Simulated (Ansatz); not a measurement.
**CH₇BN₂Si: up Jacob's ladder to CCSD(T)**

Aim: compute CH₇BN₂Si with functionals from several rungs and with coupled cluster. The yardstick is the atomisation energy at the CCSD(T) limit.

Computed with Ansatz 0.2.0, Gaussian basis. Level: functionals in def2-TZVPP, the program's frozen cores in correlated methods.

Levels to be run: PBE-D4, r2SCAN-D4, PBE0-D4, B3LYP-D4, ωB97X-V, ωB97M-V, B2PLYP; CCSD(T)/def2-TZVPP; MP2/def2-QZVPP; extrapolation to the limit.

## (1) Structure used throughout

An earlier PBE0-D4 in a triple-zeta def2 set relaxation fixed the geometry.

SMILES `NBC1N[SiH2]1`, 12 atoms, charge 0, spin multiplicity 1.

Atoms are counted from 1 here; the program's logs count them from 0.

Bond lengths: N1–B2 1.396 Å, N1–H6 1.004 Å, N1–H7 1.006 Å, B2–C3 1.544 Å, B2–H8 1.199 Å, C3–N4 1.510 Å, C3–Si5 1.851 Å, C3–H9 1.094 Å, N4–Si5 1.719 Å, N4–H10 1.010 Å, Si5–H11 1.477 Å, Si5–H12 1.481 Å. Angles: B2–N1–H6 122.7°, B2–N1–H7 123.7°, H6–N1–H7 113.6°, N1–B2–C3 121.5°, N1–B2–H8 118.3°, C3–B2–H8 120.2°, B2–C3–N4 118.2°, B2–C3–Si5 119.0°, B2–C3–H9 118.9°, N4–C3–Si5 60.5°, N4–C3–H9 115.4°, Si5–C3–H9 111.4°, C3–N4–Si5 69.6°, C3–N4–H10 114.1°, Si5–N4–H10 121.9°, C3–Si5–N4 49.9°, C3–Si5–H11 124.4°, C3–Si5–H12 117.1° and more.

Coordinates:

| atom | x (Å) | y (Å) | z (Å) |
| --- | --- | --- | --- |
| N1 | -1.90564 | -0.77173 | 0.96905 |
| B2 | -0.65237 | -0.90439 | 0.36805 |
| C3 | 0.34953 | 0.27007 | 0.32496 |
| N4 | 1.78298 | -0.02733 | -0.04693 |
| Si5 | 1.00158 | 0.83528 | -1.31215 |
| H6 | -2.59332 | -1.50357 | 0.95813 |
| H7 | -2.21288 | 0.06260 | 1.43971 |
| H8 | -0.38409 | -1.94528 | -0.16393 |
| H9 | 0.20757 | 1.11090 | 1.01100 |
| H10 | 2.46479 | 0.41077 | 0.55594 |
| H11 | 0.79362 | 0.11793 | -2.58603 |
| H12 | 1.22524 | 2.28956 | -1.48380 |

## (2) PBE-D4 (GGA)

in.yaml

```yaml
crystal:
  periodic: [false, false, false]
  atoms:
    - {symbol: N, position_ang: [-1.905636, -0.771735, 0.969055]}
    - {symbol: B, position_ang: [-0.652371, -0.904387, 0.368045]}
    - {symbol: C, position_ang: [0.349530, 0.270068, 0.324959]}
    - {symbol: N, position_ang: [1.782978, -0.027333, -0.046928]}
    - {symbol: Si, position_ang: [1.001575, 0.835277, -1.312155]}
    - {symbol: H, position_ang: [-2.593323, -1.503571, 0.958133]}
    - {symbol: H, position_ang: [-2.212880, 0.062600, 1.439708]}
    - {symbol: H, position_ang: [-0.384093, -1.945277, -0.163931]}
    - {symbol: H, position_ang: [0.207569, 1.110899, 1.011005]}
    - {symbol: H, position_ang: [2.464787, 0.410772, 0.555940]}
    - {symbol: H, position_ang: [0.793619, 0.117930, -2.586034]}
    - {symbol: H, position_ang: [1.225244, 2.289556, -1.483796]}
basis:
  gaussian: {orbitals: def2-TZVPP}
hamiltonian: {xc: pbe, dispersion: d4}
output: {forces: true, orbitals: {seedname: orbitals}}
```

Started as:

```sh
ansatz run in.yaml --threads 4 --pin off --events-out ev --progress --plain --max-ram 10444MiB
```

The runs that follow: r2SCAN-D4 (meta-GGA); PBE0-D4 (hybrid); B3LYP-D4 (hybrid); ωB97X-V (range-separated); ωB97M-V (range-separated); B2PLYP (double hybrid); CCSD(T) in def2-TZVPP; MP2 in def2-QZVPP.

Before running them: what should the planned runs give, taken together? Wanted: atomisation energy, CCSD(T)/CBS; farthest; mean size of error, hybrid; mean size of error, range-separated; gap, smallest and largest; T1 diagnostic; triples share of the correlation energy.

As calculated:

| quantity | value |
| --- | --- |
| atomisation energy, CCSD(T)/CBS | 1035.2 kcal/mol |
| functionals within 5.2 kcal/mol (0.5 %) | r2SCAN-D4 |
| farthest | PBE-D4 (+27.0 kcal/mol) |
| mean size of error, hybrid | 7.6 kcal/mol |
| mean size of error, range-separated | 9.6 kcal/mol |
| gap, smallest and largest | 4.21 eV (PBE-D4), 10.52 eV (ωB97X-V) |
| T1 diagnostic | 0.0132 |
| triples share of the correlation energy | 4.1 % |

PBE-D4 is off by +27.0 kcal/mol. Double hybrids carry the basis error of their MP2 part in triple zeta, and no dispersion term here, so their miss is partly the set-up's. Misses under about 5.2 kcal/mol are within the doubt on the reference itself, which lacks core-valence correlation, relativity and higher excitations. Hartree-Fock recovers 71 % of the binding; the rest is correlation. Orbital gaps span 4.2 to 10.5 eV; exact exchange widens them.
